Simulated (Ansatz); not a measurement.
# InSb3: the cost of one run

Program: Ansatz 0.2.0. Level of theory: DFT PBE, scalar-relativistic, plane waves, PAW. These are calculated values, not measurements.

16 further runs of the same task are left out: 16 set aside as unsound or not needed.

**1. The structure to begin with**

The structure is cubic, space group Pm-3m (No. 221). The conventional cell has a = 4.814 Å, b = 4.814 Å, c = 4.814 Å, α = 90.00°, β = 90.00°, γ = 90.00°. In (site symmetry m-3m) is surrounded by 12 Sb at 3.40 Å. Sb (site symmetry 4/mmm) has 4 In at 3.40 Å and 8 Sb at 3.40 Å as nearest neighbours.

As a file:

```cif
data_structure
_symmetry_space_group_name_H-M 'Pm-3m'
_symmetry_Int_Tables_number 221
_cell_length_a 4.8139
_cell_length_b 4.8139
_cell_length_c 4.8139
_cell_angle_alpha 90.000
_cell_angle_beta 90.000
_cell_angle_gamma 90.000
_cell_volume 111.55
loop_
_atom_site_label
_atom_site_type_symbol
_atom_site_symmetry_multiplicity
_atom_site_Wyckoff_symbol
_atom_site_fract_x
_atom_site_fract_y
_atom_site_fract_z
_atom_site_occupancy
In1 In 1 a 0.00000 0.00000 0.00000 1
Sb1 Sb 3 c 0.50000 0.00000 0.50000 1
```

It goes back to an entry of the Materials Project, which need not be the stable form.

This cell was relaxed beforehand with the same method: volume 27.89 Å³/atom, gap on the mesh none (metal).

**2. The scan**

The energy is mapped over volume and the cell's shape.

The axes are (1) volume per atom: 7 values from 25.66 to 30.12 Å³; (2) c/a of the conventional cell: 7 values from 0.834 to 1.200.

Nothing else is relaxed (symmetry fixes all fractional coordinates). Energies count from the relaxed crystal. Points are written as (first, second).

**3. The run at (25.66 Å³, 1.062)**

The input, input.yaml:

```yaml
crystal:
  lattice:
    - [4.5882348816, 0.0, 0.0]
    - [0.0, 4.5882348816, 0.0]
    - [0.0, 0.0, 4.8749995617]
  atoms:
    - { symbol: In, position: [0.0, 0.0, 0.0] }
    - { symbol: Sb, position: [0.5, 0.0, 0.5] }
    - { symbol: Sb, position: [0.0, 0.5, 0.5] }
    - { symbol: Sb, position: [0.5, 0.5, 0.0] }
basis:
  ecutwfc: 420
kpoints:
  mp_grid: { grid: [10, 10, 10] }
hamiltonian:
  xc: pbe
  pseudopotentials: { kind: paw, azcp: { folder: soft_1 } }
scf:
  occupations: { method: gaussian, width: 0.15 }
output:
  forces: true
  stress: true
  eigenvalues: true
  write_density: true
  write_potential: true
  elf: true
  volumetric_format: npy
```

Started as:

```console
> ansatz run input.yaml --threads 2 --pin off --max-ram 4096MiB --backend cpu --events-out ev --progress --plain --runs-dir out
```

What time and memory should one allow on 2 threads of Arm Neoverse N1, shared host?

About 28 s, with a peak of 0.56 GiB.
